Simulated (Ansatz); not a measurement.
**GaBr: taking an electron away**

The task here is to estimate one member of a computed series from the others.

The runs use Ansatz 0.2.0, Gaussian basis; unrestricted cation, the program's frozen cores in correlated methods.

Plan: UKS PBE-D4/def2-TZVPP; UKS r2SCAN-D4/def2-TZVPP; UKS PBE0-D4/def2-TZVPP; UKS B3LYP-D4/def2-TZVPP; UKS wB97X-V/def2-TZVPP; UKS wB97M-V/def2-TZVPP; UKS B2PLYP/def2-TZVPP; UHF-CCSD(T)/def2-TZVPP; UHF-MP2/def2-QZVPP; extrapolation to the limit; then −ε(HOMO) from the neutral's earlier runs with LDA (SPW92), PBE-D4, revPBE-D4, BLYP-D4, r2SCAN-D4, B97M-V, PBE0-D4, B3LYP-D4, r2SCANh-D4, r2SCAN0-D4, HSE06-D4, BHLYP-D4, CAM-B3LYP-D4, LC-ωPBE, ωB97X-V, ωB97M-V.

**Structure used throughout**

The geometry comes from an earlier relaxation with PBE0-D4 in a triple-zeta def2 set; it is a stationary point.

SMILES `[Ga][Br]`, 2 atoms, charge 0, spin multiplicity 1.

Atoms are counted from 1 here; the program's logs count them from 0.

Bond lengths: Ga1–Br2 2.375 Å.

The first run:

in.yaml reads:

```yaml
crystal:
  periodic: [false, false, false]
  atoms:
    - {symbol: Ga, position_ang: [0.000000, -0.000000, 0.013677]}
    - {symbol: Br, position_ang: [-0.000000, 0.000000, 2.388273]}
basis:
  gaussian: {orbitals: def2-TZVPP}
total_charge: 1
magnetization: {spin_polarized: true, initial_magnetization: 1}
hamiltonian: {xc: pbe, dispersion: d4}
```

Started as:

```bash
$ ansatz run in.yaml --threads 4 --pin off --events-out ev --progress --plain --max-ram 10444MiB
```

Steps of the session up to this table: Cation, UKS PBE-D4/def2-TZVPP; Cation, UKS r2SCAN-D4/def2-TZVPP; Cation, UKS PBE0-D4/def2-TZVPP; Cation, UKS B3LYP-D4/def2-TZVPP; Cation, UKS wB97X-V/def2-TZVPP; Cation, UKS wB97M-V/def2-TZVPP; Cation, UKS B2PLYP (frozen core)/def2-TZVPP; Cation, UHF-CCSD(T)/def2-TZVPP; Cation, UHF-MP2/def2-QZVPP.

One table of the session follows, with a row left open; its other results are not shown here.

Orbital estimates, from the neutral's runs:

```
  functional  −ε(HOMO) (eV)
 LDA (SPW92)           6.56
      PBE-D4           6.35
   revPBE-D4           6.29
     BLYP-D4           6.23
   r2SCAN-D4           6.64
      B97M-V              ?
     PBE0-D4           7.32
    B3LYP-D4           7.16
  r2SCANh-D4           6.99
  r2SCAN0-D4           7.51
    HSE06-D4           6.92
    BHLYP-D4           8.16
CAM-B3LYP-D4           8.54
     LC-ωPBE           9.72
     ωB97X-V           9.42
     ωB97M-V           9.34
```

Estimate the missing values for B97M-V.

The run gave: −ε(HOMO) (eV): 6.49. In the column «−ε(HOMO) (eV)» it lies between PBE-D4 (6.35) and LDA (SPW92) (6.56).

Caveats from the session: The cation may have settled in a state other than its lowest; no search over hole states beyond the program's own was made.
